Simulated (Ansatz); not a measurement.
# C4H7NOS: geometry

Wanted for C4H7NOS: geometry.

Program: Ansatz 0.2.0. Level of theory: the levels named in each step. These are calculated values, not measurements.

### Step 1. The starting structure

Bond lengths: C1–C2 1.484 Å, C2–C3 1.361 Å, C3–N4 1.355 Å, N4–C5 1.282 Å, C2–S6 1.737 Å, C5–S6 1.732 Å, C1–H8 1.090 Å, C1–H9 1.089 Å, C1–H10 1.087 Å, C3–H11 1.075 Å, C5–H12 1.072 Å, O7–H13 0.959 Å, O7–H14 0.970 Å. Angles (14 of 18 angles, heavy atoms first): C1–C2–C3 129.0°, C1–C2–S6 121.9°, C3–C2–S6 109.1°, C2–C3–N4 115.7°, C3–N4–C5 111.7°, N4–C5–S6 115.0°, C2–S6–C5 88.5°, C2–C1–H8 110.6°, C2–C1–H9 110.6°, C2–C1–H10 109.9°, C2–C3–H11 125.5°, N4–C3–H11 118.8°, N4–C5–H12 124.0°, S6–C5–H12 121.0°.

As a file:

```xyz
14

C     2.4829   -0.4232    1.1754
C     1.1676   -0.0913    0.5741
C     0.3899   -0.8428   -0.2518
N    -0.7708   -0.2685   -0.6506
C    -0.9142    0.9055   -0.1548
S     0.3841    1.4322    0.8629
O    -2.6150   -1.9872   -2.0768
H     3.2681    0.2003    0.7472
H     2.4681   -0.2509    2.2505
H     2.7229   -1.4666    0.9861
H     0.6228   -1.8331   -0.5980
H    -1.7624    1.5341   -0.3378
H    -2.5308   -1.6494   -2.9702
H    -2.0382   -1.4377   -1.5240
```

### Step 2. A rough first relaxation, PBE-D4/def2-SVP

The input, input.yaml:

```yaml
crystal:
  periodic: [false, false, false]
  atoms:
    - { symbol: C, position_ang: [2.48293, -0.42315, 1.17538] }
    - { symbol: C, position_ang: [1.1676, -0.09134, 0.57413] }
    - { symbol: C, position_ang: [0.38989, -0.84283, -0.25184] }
    - { symbol: "N", position_ang: [-0.77083, -0.26851, -0.65064] }
    - { symbol: C, position_ang: [-0.91424, 0.90547, -0.15483] }
    - { symbol: S, position_ang: [0.38407, 1.43221, 0.86293] }
    - { symbol: O, position_ang: [-2.61499, -1.98718, -2.07677] }
    - { symbol: H, position_ang: [3.26806, 0.20033, 0.7472] }
    - { symbol: H, position_ang: [2.46814, -0.25085, 2.25053] }
    - { symbol: H, position_ang: [2.72292, -1.46656, 0.98614] }
    - { symbol: H, position_ang: [0.62279, -1.83306, -0.59803] }
    - { symbol: H, position_ang: [-1.76244, 1.53415, -0.33785] }
    - { symbol: H, position_ang: [-2.53081, -1.64944, -2.9702] }
    - { symbol: H, position_ang: [-2.03824, -1.4377, -1.52404] }
basis:
  gaussian: { orbitals: def2-SVP }
hamiltonian:
  xc: pbe
  dispersion: d4
relax:
  f_tol: 0.03
  max_steps: 200
```

On the command line:

```bash
> ansatz run input.yaml --threads 4 --pin off --max-ram 10240MiB --backend cpu --events-out ev --progress --plain --runs-dir out
```

The runs that follow: Relaxation, PBE0-D4/def2-TZVP.

**Question.** What will these runs give? Wanted: C1–C2 at PBE0-D4/def2-TZVP; C2–C3 at PBE0-D4/def2-TZVP; C2–S6 at PBE0-D4/def2-TZVP.

**Answer**, as computed:

| quantity | value |
| --- | --- |
| C1–C2 at PBE0-D4/def2-TZVP | 1.487 Å |
| C2–C3 at PBE0-D4/def2-TZVP | 1.362 Å |
| C2–S6 at PBE0-D4/def2-TZVP | 1.718 Å |

**Reading.** The table above holds the result.
